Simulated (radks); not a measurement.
# Si in [He] 2s2 2p5.75 3s2 3p2.25: an all-electron calculation

What are the levels of neutral silicon, how large are its shells, and how does its energy divide?

The numbers are computed with radks (a radial shooting solver on a logarithmic mesh, Libxc functionals) version 1 (scalar-relativistic Kohn-Sham, LDA (Slater exchange, VWN5 correlation), spin-polarised, spherical densities, point nucleus; open shells are filled with parallel spins first), except any that are marked as measured or tabulated.

## 1. What is computed

| Item | Value |
| --- | --- |
| element | silicon (Z = 14) |
| charge | 0 |
| electrons | 14 |
| configuration | [He] 2s2 2p5.75 3s2 3p2.25 |

## 2. Self-consistent calculation

Input:

```text
Z 14
configuration [He] 2s2 2p5.75 3s2 3p2.25
relativity scalar-relativistic
functional lda,vwn5
spin polarised
nucleus point
c 137.035999084
```

**Question.** What will this run give?

**Answer**, as computed:

```
                        quantity                   value
                    total energy      -288.00046 hartree
exchange-correlation share of it                  6.75 %
                            −T/E                  1.0015
          highest occupied level        3p up, -5.041 eV
    most extended occupied level  3p up, <r> = 2.63 bohr
 radius at density 0.001 e/bohr³               4.39 bohr
    maxima of the radial density                       3
```

The radial density shows 3 maxima for 3 occupied principal shells. This is not the tabulated ground configuration, so its levels and sizes aren't those of the ground state, and no measured value stands beside it.
